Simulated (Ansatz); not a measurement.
**CH₆GeOSe: up Jacob's ladder to CCSD(T)**

How much do the methods differ for CH₆GeOSe? The plan is to run it at one geometry with functionals of several rungs and with coupled cluster, and see how far each lands from CCSD(T) at the basis-set limit for the atomisation energy.

Computed with Ansatz 0.2.0, Gaussian basis. Level: functionals in def2-TZVPP, the program's frozen cores in correlated methods.

The runs, in order: PBE-D4, r2SCAN-D4, PBE0-D4, B3LYP-D4, ωB97X-V, ωB97M-V, B2PLYP; CCSD(T)/def2-TZVPP; MP2/def2-QZVPP; extrapolation to the limit.

## Step 1: Structure used throughout

All runs share one geometry, relaxed beforehand with PBE0-D4 in a triple-zeta def2 set.

10 atoms, charge 0, spin multiplicity 1.

Atoms are counted from 1 here; the program's logs count them from 0.

Bond lengths: C1–O2 1.409 Å, C1–H5 1.092 Å, C1–H6 1.097 Å, C1–H7 1.098 Å, O2–Ge3 1.774 Å, Ge3–Se4 2.353 Å, Ge3–H8 1.539 Å, Ge3–H9 1.530 Å, Se4–H10 1.469 Å. Angles: O2–C1–H5 107.8°, O2–C1–H6 111.9°, O2–C1–H7 112.0°, H5–C1–H6 108.5°, H5–C1–H7 108.2°, H6–C1–H7 108.4°, C1–O2–Ge3 119.0°, O2–Ge3–Se4 111.2°, O2–Ge3–H8 109.9°, O2–Ge3–H9 104.1°, Se4–Ge3–H8 105.0°, Se4–Ge3–H9 112.1°, H8–Ge3–H9 114.7°, Ge3–Se4–H10 92.4°.

## Step 2: PBE-D4 (GGA)

in.yaml

```yaml
crystal:
  periodic: [false, false, false]
  atoms:
    - {symbol: C, position_ang: [-1.039945, -0.866161, 0.862170]}
    - {symbol: O, position_ang: [0.349479, -0.665257, 0.746145]}
    - {symbol: Ge, position_ang: [0.992100, 0.049901, -0.744301]}
    - {symbol: Se, position_ang: [0.078621, 2.184420, -1.128531]}
    - {symbol: H, position_ang: [-1.234322, -1.298140, 1.846156]}
    - {symbol: H, position_ang: [-1.596759, 0.075032, 0.779827]}
    - {symbol: H, position_ang: [-1.419361, -1.560587, 0.100895]}
    - {symbol: H, position_ang: [0.560133, -0.792683, -1.958002]}
    - {symbol: H, position_ang: [2.502613, 0.104783, -0.509189]}
    - {symbol: H, position_ang: [0.807440, 2.768702, 0.004830]}
basis:
  gaussian: {orbitals: def2-TZVPP}
hamiltonian: {xc: pbe, dispersion: d4}
output: {forces: true, orbitals: {seedname: orbitals}}
```

The run is started by

```bash
> ansatz run in.yaml --threads 2 --pin off --events-out ev --progress --plain --max-ram 32768MiB --backend cpu
```

After this run come: r2SCAN-D4 (meta-GGA); PBE0-D4 (hybrid); B3LYP-D4 (hybrid); ωB97X-V (range-separated); ωB97M-V (range-separated); B2PLYP (double hybrid); CCSD(T) in def2-TZVPP; MP2 in def2-QZVPP.

Before running them: what should the planned runs give, taken together? Wanted: atomisation energy, CCSD(T)/CBS; farthest; mean size of error, hybrid; mean size of error, range-separated; gap, smallest and largest; T1 diagnostic; triples share of the correlation energy.

**Answer**, as computed:

```
                               quantity                                          value
        atomisation energy, CCSD(T)/CBS                                      33.467 eV
    functionals within 0.335 eV (1.0 %)  PBE-D4, r2SCAN-D4, B3LYP-D4, ωB97X-V, ωB97M-V
                               farthest                             B2PLYP (-0.635 eV)
             mean size of error, hybrid                                       0.356 eV
    mean size of error, range-separated                                       0.171 eV
              gap, smallest and largest           4.94 eV (PBE-D4), 11.37 eV (ωB97X-V)
                          T1 diagnostic                                         0.0108
triples share of the correlation energy                                          3.6 %
```

**Reading.** PBE-D4 misses by +0.177 eV. Double hybrids carry the basis error of their MP2 part in triple zeta, and no dispersion term here, so their miss is partly the set-up's. Misses under about 0.335 eV are within the doubt on the reference itself, which lacks core-valence correlation, relativity and higher excitations, and its outer-core shells are covered unevenly. All levels share the lack of spin-orbit coupling, which lowers the free heavy atoms and so the true binding. Hartree-Fock recovers 70 % of the binding; the rest is correlation. Orbital gaps span 4.9 to 11.4 eV; exact exchange widens them. Correlated methods include outer-core shells of Ge, Se, which these sets cover unevenly.
